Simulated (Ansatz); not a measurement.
**C2H2ClFGe: up Jacob's ladder to CCSD(T)**

The task here is to estimate one member of a computed series from the others.

Method: functionals in def2-TZVPP, the program's frozen cores in correlated methods; program: Ansatz 0.2.0, Gaussian basis.

Levels to be run: PBE-D4, r2SCAN-D4, PBE0-D4, B3LYP-D4, ωB97X-V, ωB97M-V, B2PLYP; CCSD(T)/def2-TZVPP; MP2/def2-QZVPP; extrapolation to the limit.

## The relaxed structure

The geometry comes from an earlier relaxation with PBE0-D4 in a triple-zeta def2 set; it is a stationary point, not always the lowest conformer.

SMILES `[F][Ge]1([Cl])[CH]=[CH]1`, 7 atoms, charge 0, spin multiplicity 1.

Atoms are counted from 1 here; the program's logs count them from 0.

Bond lengths: F1–Ge2 1.725 Å, Ge2–Cl3 2.118 Å, Ge2–C4 1.868 Å, Ge2–C5 1.868 Å, C4–C5 1.349 Å, C4–H6 1.085 Å, C5–H7 1.085 Å. Angles: F1–Ge2–Cl3 104.6°, F1–Ge2–C4 122.4°, F1–Ge2–C5 122.4°, Cl3–Ge2–C4 127.1°, Cl3–Ge2–C5 127.1°, C4–Ge2–C5 42.3°, Ge2–C4–C5 68.8°, Ge2–C4–H6 156.7°, C5–C4–H6 134.5°, Ge2–C5–C4 68.8°, Ge2–C5–H7 156.7°, C4–C5–H7 134.5°.

Set-up of the first run:

Contents of in.yaml:

```yaml
crystal:
  periodic: [false, false, false]
  atoms:
    - {symbol: F, position_ang: [-1.292633, -1.960109, -0.277572]}
    - {symbol: Ge, position_ang: [-0.036181, -0.868596, 0.176610]}
    - {symbol: Cl, position_ang: [1.341057, -2.061562, 1.255743]}
    - {symbol: C, position_ang: [-0.323302, 0.967698, 0.359976]}
    - {symbol: C, position_ang: [0.332775, 0.689121, -0.785378]}
    - {symbol: H, position_ang: [-0.677980, 1.879041, 0.830532]}
    - {symbol: H, position_ang: [0.717564, 1.286407, -1.605711]}
basis:
  gaussian: {orbitals: def2-TZVPP}
hamiltonian: {xc: pbe, dispersion: d4}
output: {forces: true, orbitals: {seedname: orbitals}}
```

Command:

```console
$ ansatz run in.yaml --threads 4 --pin off --events-out ev --progress --plain --max-ram 10444MiB
```

Steps of the session up to this table: PBE-D4 (GGA); r2SCAN-D4 (meta-GGA); PBE0-D4 (hybrid); B3LYP-D4 (hybrid); ωB97X-V (range-separated); ωB97M-V (range-separated); B2PLYP (double hybrid); CCSD(T) in def2-TZVPP; MP2 in def2-QZVPP.

One of the session's tables, all rows but one given; the rest of the session is left out.

| method | atomisation energy (eV) |
| --- | --- |
| PBE-D4 | 28.002 |
| r2SCAN-D4 | 27.286 |
| PBE0-D4 | 27.235 |
| B3LYP-D4 | 26.700 |
| ωB97X-V | 27.141 |
| ωB97M-V | 27.020 |
| B2PLYP | 26.677 |
| HF/def2-TZVPP | 18.742 |
| MP2/def2-TZVPP | 27.421 |
| CCSD/def2-TZVPP | 25.720 |
| CCSD(T)/def2-TZVPP | 26.393 |
| MP2/CBS | ? |
| CCSD(T)/CBS | 27.128 |

**Question.** Estimate the row for MP2/CBS.

**Answer.** atomisation energy (eV): 28.155. In the column «atomisation energy (eV)» it is the highest.

Among the levels timed on like hardware and quicker than the yardstick, those that no quicker one beats, quickest first: PBE-D4 (2.2 s, +0.875 eV); PBE0-D4 (2.8 s, +0.108 eV); ωB97X-V (7 s, +0.013 eV).

B2PLYP carry no dispersion term (for B3LYP, D4 adds 0.289 eV).
